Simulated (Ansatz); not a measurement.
# TiH (doublet): from Hartree-Fock to the top rungs, def2-TZVP

Aim: climb from Hartree-Fock through coupled cluster for TiH (doublet) at one geometry and basis, and see what each rung misses.

Method: def2-TZVP, core rule «outside noble gas», up to 9 orbitals frozen; program: Ansatz 0.2.0, Gaussian basis.

The runs, in order: UHF; CCSD(T) on ROHF; CCSD(T) on UHF; CISD; CCSDT(Q) on ROHF; CCSDT(Q) on UHF; Full CI.

21 further runs of the same task are left out: 9 for a known fault of the program, 4 that didn't finish, 8 set aside as unsound or not needed.

### 1 What is computed

The geometry is a PBE0/def2-TZVP stationary point (not a proven minimum).

2 atoms, charge 0, spin multiplicity 2.

Atoms are counted from 1 here; the program's logs count them from 0.

Bond lengths: Ti1–H2 1.757 Å.

### 2 UHF

in.yaml

```yaml
crystal:
  periodic: [false, false, false]
  atoms:
    - {symbol: Ti, position_ang: [0.000000, 0.000000, 0.000000]}
    - {symbol: H, position_ang: [0.000000, 0.000000, 1.756681]}
basis:
  gaussian: {orbitals: def2-TZVP}
magnetization: {spin_polarized: true, initial_magnetization: 1}
hamiltonian: {xc: hf}
output: {orbitals: {seedname: orbitals}}
```

Run with:

```console
$ ansatz run in.yaml --threads 1 --pin off --events-out ev --progress --plain --max-ram 2393MiB
```

After this run come: CCSD(T) on ROHF; CCSD(T) on UHF; CISD; CCSDT(Q) on ROHF; CCSDT(Q) on UHF; Full CI.

Before running them: what should the planned runs give, taken together? Wanted: FCI below the RHF energy; RMP2 from FCI; RCCSD from FCI; RCCSD(T) from FCI; RCCSDT(Q) from FCI; T1 diagnostic; effectively unpaired electrons.

As calculated:

```
                         quantity              value
         FCI below the RHF energy         -2.9711 eV
                    RMP2 from FCI       +93.0 kJ/mol
                   RCCSD from FCI       +15.7 kJ/mol
                RCCSD(T) from FCI        +4.9 kJ/mol
               RCCSDT(Q) from FCI        +0.1 kJ/mol
levels within 1 kcal/mol (43 meV)  RCCSDT, RCCSDT(Q)
                    T1 diagnostic              0.089
   effectively unpaired electrons               1.46
```

In words: RCCSD(T) lands +4.9 kJ/mol from the yardstick (1.7 % of the correlation energy). The occupations show some static correlation. These misses are within one basis, not against nature.
